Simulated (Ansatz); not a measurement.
# MgS: a point defect seen from the nuclei (Cl on an S site)

How do the nuclei near a point defect see it? The defect is Cl on an S site in MgS (cell charge 0), first unrelaxed. The cell is a supercell built from a computed entry of the Materials Project. Planned: a single point, then a relaxation, then a check of dispersion with dr2_threshold.

Method: DFT, PBE, plane-wave PAW, default files, scalar-relativistic, as far as a step names no other, in Ansatz 0.2.0.

### Step 1. The structure to begin with

It takes space group Fm-3m (No. 225, cubic). The conventional cell has a = 15.626 Å, b = 15.626 Å, c = 15.626 Å, α = 90.00°, β = 90.00°, γ = 90.00°. Around Mg (site symmetry 3m) lie 6 S at 2.60 Å. Around Mg (site symmetry 4mm) lie 5 S at 2.60 Å and 1 Cl at 2.60 Å. Mg (site symmetry mm2) is surrounded by 6 S at 2.60 Å. Mg (site symmetry m-3m) is surrounded by 6 S at 2.60 Å. Around Cl (site symmetry m-3m) lie 6 Mg at 2.60 Å. S (site symmetry mm2) is surrounded by 6 Mg at 2.60 Å. Around S (site symmetry 3m) lie 6 Mg at 2.60 Å. Around S (site symmetry 4mm) lie 6 Mg at 2.60 Å.

As a file:

```cif
data_structure
_symmetry_space_group_name_H-M 'P 1'
_symmetry_Int_Tables_number 1
_cell_length_a 11.0495
_cell_length_b 11.0495
_cell_length_c 11.0495
_cell_angle_alpha 60.000
_cell_angle_beta 60.000
_cell_angle_gamma 60.000
_cell_volume 953.93
loop_
_atom_site_label
_atom_site_type_symbol
_atom_site_fract_x
_atom_site_fract_y
_atom_site_fract_z
_atom_site_occupancy
Mg1 Mg 0.00000 0.00000 0.00000 1
Mg2 Mg 0.00000 0.00000 0.33333 1
Mg3 Mg 0.00000 0.00000 0.66667 1
Mg4 Mg 0.00000 0.33333 0.00000 1
Mg5 Mg 0.00000 0.33333 0.33333 1
Mg6 Mg 0.00000 0.33333 0.66667 1
Mg7 Mg 0.00000 0.66667 0.00000 1
Mg8 Mg 0.00000 0.66667 0.33333 1
Mg9 Mg 0.00000 0.66667 0.66667 1
Mg10 Mg 0.33333 0.00000 0.00000 1
Mg11 Mg 0.33333 0.00000 0.33333 1
Mg12 Mg 0.33333 0.00000 0.66667 1
Mg13 Mg 0.33333 0.33333 0.00000 1
Mg14 Mg 0.33333 0.33333 0.33333 1
Mg15 Mg 0.33333 0.33333 0.66667 1
Mg16 Mg 0.33333 0.66667 0.00000 1
Mg17 Mg 0.33333 0.66667 0.33333 1
Mg18 Mg 0.33333 0.66667 0.66667 1
Mg19 Mg 0.66667 0.00000 0.00000 1
Mg20 Mg 0.66667 0.00000 0.33333 1
Mg21 Mg 0.66667 0.00000 0.66667 1
Mg22 Mg 0.66667 0.33333 0.00000 1
Mg23 Mg 0.66667 0.33333 0.33333 1
Mg24 Mg 0.66667 0.33333 0.66667 1
Mg25 Mg 0.66667 0.66667 0.00000 1
Mg26 Mg 0.66667 0.66667 0.33333 1
Mg27 Mg 0.66667 0.66667 0.66667 1
Cl1 Cl 0.16667 0.16667 0.16667 1
S1 S 0.16667 0.16667 0.50000 1
S2 S 0.16667 0.16667 0.83333 1
S3 S 0.16667 0.50000 0.16667 1
S4 S 0.16667 0.50000 0.50000 1
S5 S 0.16667 0.50000 0.83333 1
S6 S 0.16667 0.83333 0.16667 1
S7 S 0.16667 0.83333 0.50000 1
S8 S 0.16667 0.83333 0.83333 1
S9 S 0.50000 0.16667 0.16667 1
S10 S 0.50000 0.16667 0.50000 1
S11 S 0.50000 0.16667 0.83333 1
S12 S 0.50000 0.50000 0.16667 1
S13 S 0.50000 0.50000 0.50000 1
S14 S 0.50000 0.50000 0.83333 1
S15 S 0.50000 0.83333 0.16667 1
S16 S 0.50000 0.83333 0.50000 1
S17 S 0.50000 0.83333 0.83333 1
S18 S 0.83333 0.16667 0.16667 1
S19 S 0.83333 0.16667 0.50000 1
S20 S 0.83333 0.16667 0.83333 1
S21 S 0.83333 0.50000 0.16667 1
S22 S 0.83333 0.50000 0.50000 1
S23 S 0.83333 0.50000 0.83333 1
S24 S 0.83333 0.83333 0.16667 1
S25 S 0.83333 0.83333 0.50000 1
S26 S 0.83333 0.83333 0.83333 1
```

Atom 28 of the input is the impurity.

### Step 2. Gradients at the starting positions

The input, input.yaml:

```yaml
crystal:
  lattice:
    - [0.0, 7.8131926668, 7.8131926668]
    - [7.8131926668, 0.0, 7.8131926668]
    - [7.8131926668, 7.8131926668, 0.0]
  atoms:
    - { symbol: Mg, position: [0.0, 0.0, 0.0] }
    - { symbol: Mg, position: [0.0, 0.0, 0.3333333333] }
    - { symbol: Mg, position: [0.0, 0.0, 0.6666666667] }
    - { symbol: Mg, position: [0.0, 0.3333333333, 0.0] }
    - { symbol: Mg, position: [0.0, 0.3333333333, 0.3333333333] }
    - { symbol: Mg, position: [0.0, 0.3333333333, 0.6666666667] }
    - { symbol: Mg, position: [0.0, 0.6666666667, 0.0] }
    - { symbol: Mg, position: [0.0, 0.6666666667, 0.3333333333] }
    - { symbol: Mg, position: [0.0, 0.6666666667, 0.6666666667] }
    - { symbol: Mg, position: [0.3333333333, 0.0, 0.0] }
    - { symbol: Mg, position: [0.3333333333, 0.0, 0.3333333333] }
    - { symbol: Mg, position: [0.3333333333, 0.0, 0.6666666667] }
    - { symbol: Mg, position: [0.3333333333, 0.3333333333, 0.0] }
    - { symbol: Mg, position: [0.3333333333, 0.3333333333, 0.3333333333] }
    - { symbol: Mg, position: [0.3333333333, 0.3333333333, 0.6666666667] }
    - { symbol: Mg, position: [0.3333333333, 0.6666666667, 0.0] }
    - { symbol: Mg, position: [0.3333333333, 0.6666666667, 0.3333333333] }
    - { symbol: Mg, position: [0.3333333333, 0.6666666667, 0.6666666667] }
    - { symbol: Mg, position: [0.6666666667, 0.0, 0.0] }
    - { symbol: Mg, position: [0.6666666667, 0.0, 0.3333333333] }
    - { symbol: Mg, position: [0.6666666667, 0.0, 0.6666666667] }
    - { symbol: Mg, position: [0.6666666667, 0.3333333333, 0.0] }
    - { symbol: Mg, position: [0.6666666667, 0.3333333333, 0.3333333333] }
    - { symbol: Mg, position: [0.6666666667, 0.3333333333, 0.6666666667] }
    - { symbol: Mg, position: [0.6666666667, 0.6666666667, 0.0] }
    - { symbol: Mg, position: [0.6666666667, 0.6666666667, 0.3333333333] }
    - { symbol: Mg, position: [0.6666666667, 0.6666666667, 0.6666666667] }
    - { symbol: Cl, position: [0.1666666667, 0.1666666667, 0.1666666667], spin: 1.0 }
    - { symbol: S, position: [0.1666666667, 0.1666666667, 0.5] }
    - { symbol: S, position: [0.1666666667, 0.1666666667, 0.8333333333] }
    - { symbol: S, position: [0.1666666667, 0.5, 0.1666666667] }
    - { symbol: S, position: [0.1666666667, 0.5, 0.5] }
    - { symbol: S, position: [0.1666666667, 0.5, 0.8333333333] }
    - { symbol: S, position: [0.1666666667, 0.8333333333, 0.1666666667] }
    - { symbol: S, position: [0.1666666667, 0.8333333333, 0.5] }
    - { symbol: S, position: [0.1666666667, 0.8333333333, 0.8333333333] }
    - { symbol: S, position: [0.5, 0.1666666667, 0.1666666667] }
    - { symbol: S, position: [0.5, 0.1666666667, 0.5] }
    - { symbol: S, position: [0.5, 0.1666666667, 0.8333333333] }
    - { symbol: S, position: [0.5, 0.5, 0.1666666667] }
    - { symbol: S, position: [0.5, 0.5, 0.5] }
    - { symbol: S, position: [0.5, 0.5, 0.8333333333] }
    - { symbol: S, position: [0.5, 0.8333333333, 0.1666666667] }
    - { symbol: S, position: [0.5, 0.8333333333, 0.5] }
    - { symbol: S, position: [0.5, 0.8333333333, 0.8333333333] }
    - { symbol: S, position: [0.8333333333, 0.1666666667, 0.1666666667] }
    - { symbol: S, position: [0.8333333333, 0.1666666667, 0.5] }
    - { symbol: S, position: [0.8333333333, 0.1666666667, 0.8333333333] }
    - { symbol: S, position: [0.8333333333, 0.5, 0.1666666667] }
    - { symbol: S, position: [0.8333333333, 0.5, 0.5] }
    - { symbol: S, position: [0.8333333333, 0.5, 0.8333333333] }
    - { symbol: S, position: [0.8333333333, 0.8333333333, 0.1666666667] }
    - { symbol: S, position: [0.8333333333, 0.8333333333, 0.5] }
    - { symbol: S, position: [0.8333333333, 0.8333333333, 0.8333333333] }
magnetization:
  spin_polarized: true
kpoints:
  mp_grid: { grid: [2, 2, 2] }
scf:
  occupations: { method: fermi_dirac, width: 0.01 }
hamiltonian:
  xc: pbe
  pseudopotentials: { kind: paw }
output:
  forces: true
  stress: true
  populations: true
  efg:
    quadrupole_moments_barn: { Mg: 0.1994, Cl: -0.08112, S: -0.0694 }
    contact_densities: true
```

Launch:

```console
$ ansatz run input.yaml --threads 4 --pin off --max-ram 8192MiB --backend cpu --events-out ev --progress --plain --runs-dir out
```

The log of the run:

```text
Warning: RAYON_NUM_THREADS=4 ignored (pool sized by the plan → 4); use --threads N
Engine: ansatz 0.2.0, aarch64-unknown-linux-gnu
Pseudopotentials: kind: paw
Pseudopotential: Mg, paw, valence charge 10, recommended cutoff 420 eV (normal), Mg.paw.azcp
Pseudopotential: Cl, paw, valence charge 7, recommended cutoff 420 eV (normal), Cl.paw.azcp
Pseudopotential: S, paw, valence charge 6, recommended cutoff 420 eV (normal), S.paw.azcp
Functional definition: PBE
  parameter kappa = 0.804
  parameter beta = 0.06672455060314922
  exchange = pbe_x(kappa = kappa, mu = beta*pi^2/3)
  correlation = pbe_c(beta = beta)
Crystal: 54 atoms, lattice volume = 953.928 Å³
Basis set: ecut = 420 eV, 18643 PW (Γ), exchange–correlation on 150×150×150 points (8 copies of the dense FFT grid, shifted against one another)
Bands: 271, of which v1, the nominal top of the filled ones, is band 217 counted from 1 (216 counted from 0)
Symmetry: 48 space group operations
Space group: Fm-3m (ITA 225), of the structure as read, at distance tolerance 9.8e-5 Å
Magnetic group: BNS 225.116 (UNI 1618), of the structure as read, at distance tolerance 9.8e-5 Å
k-points: 3 of 8
Non-local potential: Mg, projectors of the file, l = 0: 3, l = 1: 2, l = 2: 1
Non-local potential: Cl, projectors of the file, l = 0: 2, l = 1: 2, l = 2: 2
Non-local potential: S, projectors of the file, l = 0: 2, l = 1: 2, l = 2: 2
PAW form: soft (Blöchl's): semilocal exchange-correlation on the pseudo side does not see the compensation charge
PAW one-centre angular grid: Mg, 110 points (default); XC on 64 Gauss nodes
PAW one-centre angular grid: Cl, 110 points (default); XC on 64 Gauss nodes
PAW one-centre angular grid: S, 110 points (default); XC on 64 Gauss nodes
Initial density: superposition of atomic densities (chi_scale 0.1, normalization cell, long waves kept (reshape's long-wave potential 0.20 eV rms))
Starting moments: Σ|m| = 1 μB on 1 of 54 sites
Initial wavefunctions: pseudopotential atomic-orbital guess
Functional: x = pbe(κ = 0.804, μ = 0.2195149727645171), c = pbe(β = 0.06672455060314922)
SCF iter   1: F=—  HF=-76556.095788 eV  |F-HF|=—  |Δ(HF+E_count)|=         —  Δρ=2.21e-2 (↑2.21e-2 ↓1.84e-2)  dr2=2.13e1  dr2_m=2.11e-1  M=0.013 μB ∫|m|=0.194 μB  β_m=0.30  ethr=3.10e-3  ⟨swp⟩=5.7  Hψ=6468  notcnv=0  defer=112
preconditioner: auto → Resta (q_TF=auto, 2.392 Å⁻¹)  ε∞=4.0  [insulator: Δε(μ)=0.046 eV  Ē_g=10.290 eV  σ=0.010 eV  W_gap=0.71  n_scr=228 (ndim 8)  ℏωp=17.7 eV  f_vac=0.000  D(μ)=9.37/eV (n_scr^D=26)  ε∞_Penn≈4.0]
spin=Collinear: Resta preconditioning applied to the charge; magnetization (m = ρ↑ − ρ↓) channel mixes plain (no charge-response kernel on spin).
SCF iter   2: F=—  HF=-76553.057997 eV  |F-HF|=—  |Δ(HF+E_count)|=    3.04e0  Δρ=1.47e-2 (↑1.47e-2 ↓1.27e-2)  dr2=8.96e0  dr2_m=1.19e-1  M=0.004 μB ∫|m|=0.124 μB  β_m=0.30  ethr=3.10e-3  ⟨swp⟩=2.0  Hψ=2570  notcnv=0  defer=263
SCF iter   3: F=—  HF=-76551.690391 eV  |F-HF|=—  |Δ(HF+E_count)|=    1.37e0  Δρ=5.72e-3 (↑4.67e-3 ↓5.72e-3)  dr2=7.11e-1  dr2_m=6.59e-2  M=0.000 μB ∫|m|=0.080 μB  β_m=0.30  ethr=2.07e-3  ⟨swp⟩=4.5  Hψ=3242  notcnv=0  defer=270
[... 5 lines left out ...]
spin-set hold released at iteration 7 (site moments contracting): the magnetisation degrees of freedom join the quasi-Newton model from the next iteration; the mixer history was flushed
[... 1 line left out ...]
SCF iter   9: F=—  HF=-76551.838639 eV  |F-HF|=—  |Δ(HF+E_count)|=   2.25e-3  Δρ=2.27e-5 (↑1.88e-5 ↓2.27e-5)  dr2=3.17e-6  dr2_m=3.10e-6  M=-0.000 μB ∫|m|=0.002 μB  β_m=0.74  ethr=2.87e-8  ⟨swp⟩=3.0  Hψ=3305  notcnv=0  defer=284
SCF iter  10: F=—  HF=-76551.839262 eV  |F-HF|=—  |Δ(HF+E_count)|=   6.24e-4  Δρ=7.06e-6 (↑5.39e-6 ↓7.06e-6)  dr2=5.48e-7  dr2_m=2.46e-7  M=-0.000 μB ∫|m|=0.001 μB  β_m=0.87  ethr=7.33e-10  ⟨swp⟩=3.0  Hψ=2848  notcnv=0  defer=284
SCF iter  11: F=-76551.839264 eV  HF=-76551.839264 eV  |F-HF|=1.63e-9  |Δ(HF+E_count)|=   1.31e-6  Δρ=8.93e-7 (↑7.71e-7 ↓8.93e-7)  dr2=3.25e-8  dr2_m=3.12e-10  M=-0.000 μB ∫|m|=0.000 μB  ethr=2.31e-11  ⟨swp⟩=18.7  Hψ=11270  notcnv=0
[... 100 lines left out ...]
  atom  36  S  V_zz =    -0.274020   η = 0.0000   by run symmetry: allowed   C_q = +0.4598 MHz
            electrostatic potential = -1633.510605 V   contact ρ = 19764.060353 e/Å³   contact ρ_s (e/Å³): all electrons +0.000002, valence +0.000002
  atom  37  S  V_zz =    +1.603397   η = 0.0025   by run symmetry: allowed   C_q = -2.6906 MHz
            electrostatic potential = -1633.330601 V   contact ρ = 19764.291414 e/Å³   contact ρ_s (e/Å³): all electrons -0.000002, valence -0.000002
  atom  38  S  V_zz =    -0.274020   η = 0.0000   by run symmetry: allowed   C_q = +0.4598 MHz
            electrostatic potential = -1633.510605 V   contact ρ = 19764.060353 e/Å³   contact ρ_s (e/Å³): all electrons +0.000002, valence +0.000002
  atom  39  S  V_zz =    +1.603397   η = 0.0025   by run symmetry: allowed   C_q = -2.6906 MHz
            electrostatic potential = -1633.330601 V   contact ρ = 19764.291414 e/Å³   contact ρ_s (e/Å³): all electrons -0.000002, valence -0.000002
  atom  40  S  V_zz =    -0.274020   η = 0.0000   by run symmetry: allowed   C_q = +0.4598 MHz
            electrostatic potential = -1633.510605 V   contact ρ = 19764.060353 e/Å³   contact ρ_s (e/Å³): all electrons +0.000002, valence +0.000002
  atom  41  S  V_zz =    -0.274020   η = 0.0000   by run symmetry: allowed   C_q = +0.4598 MHz
            electrostatic potential = -1633.510605 V   contact ρ = 19764.060353 e/Å³   contact ρ_s (e/Å³): all electrons +0.000002, valence +0.000002
  atom  42  S  V_zz =    +0.096093   η = 0.0000   by run symmetry: allowed   C_q = -0.1613 MHz
            electrostatic potential = -1633.541359 V   contact ρ = 19764.074116 e/Å³   contact ρ_s (e/Å³): all electrons +0.000005, valence +0.000005
  atom  43  S  V_zz =    +1.603397   η = 0.0025   by run symmetry: allowed   C_q = -2.6906 MHz
            electrostatic potential = -1633.330601 V   contact ρ = 19764.291414 e/Å³   contact ρ_s (e/Å³): all electrons -0.000002, valence -0.000002
  atom  44  S  V_zz =    +0.096093   η = 0.0000   by run symmetry: allowed   C_q = -0.1613 MHz
            electrostatic potential = -1633.541359 V   contact ρ = 19764.074116 e/Å³   contact ρ_s (e/Å³): all electrons +0.000005, valence +0.000005
  atom  45  S  V_zz =    +0.096093   η = 0.0000   by run symmetry: allowed   C_q = -0.1613 MHz
            electrostatic potential = -1633.541359 V   contact ρ = 19764.074116 e/Å³   contact ρ_s (e/Å³): all electrons +0.000005, valence +0.000005
  atom  46  S  V_zz =    +1.603397   η = 0.0025   by run symmetry: allowed   C_q = -2.6906 MHz
            electrostatic potential = -1633.330601 V   contact ρ = 19764.291414 e/Å³   contact ρ_s (e/Å³): all electrons -0.000002, valence -0.000002
  atom  47  S  V_zz =    +1.603397   η = 0.0025   by run symmetry: allowed   C_q = -2.6906 MHz
            electrostatic potential = -1633.330601 V   contact ρ = 19764.291414 e/Å³   contact ρ_s (e/Å³): all electrons -0.000002, valence -0.000002
  atom  48  S  V_zz =    -0.274020   η = 0.0000   by run symmetry: allowed   C_q = +0.4598 MHz
            electrostatic potential = -1633.510605 V   contact ρ = 19764.060353 e/Å³   contact ρ_s (e/Å³): all electrons +0.000002, valence +0.000002
  atom  49  S  V_zz =    +1.603397   η = 0.0025   by run symmetry: allowed   C_q = -2.6906 MHz
            electrostatic potential = -1633.330601 V   contact ρ = 19764.291414 e/Å³   contact ρ_s (e/Å³): all electrons -0.000002, valence -0.000002
  atom  50  S  V_zz =    +0.096093   η = 0.0000   by run symmetry: allowed   C_q = -0.1613 MHz
            electrostatic potential = -1633.541359 V   contact ρ = 19764.074116 e/Å³   contact ρ_s (e/Å³): all electrons +0.000005, valence +0.000005
  atom  51  S  V_zz =    +0.096093   η = 0.0000   by run symmetry: allowed   C_q = -0.1613 MHz
            electrostatic potential = -1633.541359 V   contact ρ = 19764.074116 e/Å³   contact ρ_s (e/Å³): all electrons +0.000005, valence +0.000005
  atom  52  S  V_zz =    -0.274020   η = 0.0000   by run symmetry: allowed   C_q = +0.4598 MHz
            electrostatic potential = -1633.510605 V   contact ρ = 19764.060353 e/Å³   contact ρ_s (e/Å³): all electrons +0.000002, valence +0.000002
  atom  53  S  V_zz =    +0.096093   η = 0.0000   by run symmetry: allowed   C_q = -0.1613 MHz
            electrostatic potential = -1633.541359 V   contact ρ = 19764.074116 e/Å³   contact ρ_s (e/Å³): all electrons +0.000005, valence +0.000005
  atom  54  S  V_zz =    -0.274020   η = 0.0000   by run symmetry: allowed   C_q = +0.4598 MHz
            electrostatic potential = -1633.510605 V   contact ρ = 19764.060353 e/Å³   contact ρ_s (e/Å³): all electrons +0.000002, valence +0.000002
--- Band table (eV; the first three rows and the last of 6) ---
[... 4 lines left out ...]
--- Löwdin populations: 54 sites ---
  site symbol       q [e]    m [muB]
[... 54 lines left out ...]
  spilling = 0.009195 (of n_electrons = 433.000000)
```

Run time: 2.5 min. Hardware: 4 threads of Arm Neoverse V1, shared host; peak memory 4.7 GiB.

At the end: no gap over 0.1 eV on the mesh, largest force 0.986 eV/Å, pressure 1.5 GPa.

Like atoms gathered into sites:

```
site              atoms  distance from the defect (Å)  V_zz (10²¹ V/m²)     η      C_Q (MHz)
  Cl                 28                          0.00              0.00     –       0 (³⁵Cl)
 Mg2     2, 4, 5, 10, …                          2.60              0.91  0.00    4.41 (²⁵Mg)
 S29  29, 30, 31, 33, …                          3.68              1.60  0.00    -2.69 (³³S)
 Mg1     1, 3, 7, 14, …                          4.51            -0.005  0.00  -0.022 (²⁵Mg)
 S42  42, 44, 45, 50, …                          5.21             0.096  0.00   -0.161 (³³S)
 Mg6     6, 8, 9, 12, …                          5.82            -0.065  0.27  -0.312 (²⁵Mg)
 S32  32, 36, 38, 40, …                          6.38             -0.27  0.00    0.460 (³³S)
Mg27                 27                          7.81              0.00     –       0 (²⁵Mg)
```

V_zz is the principal component of the electric field gradient with the largest magnitude, η = (V_xx − V_yy)/V_zz and C_Q = eQV_zz/h. Nuclear quadrupole moments: year-2017 set (Pyykkö).

Direction of the V_zz axis (Cartesian unit vector):

| site | atom | x | y | z |
| --- | --- | --- | --- | --- |
| Mg2 | 2 | 0.00 | 0.00 | 1.00 |
| Mg6 | 6 | 0.00 | 0.00 | 1.00 |
| S29 | 29 | 0.71 | 0.71 | 0.00 |
| S32 | 32 | -0.58 | 0.58 | 0.58 |
| S42 | 42 | 0.00 | 0.00 | 1.00 |

(Part 1 of 3 ends here.)
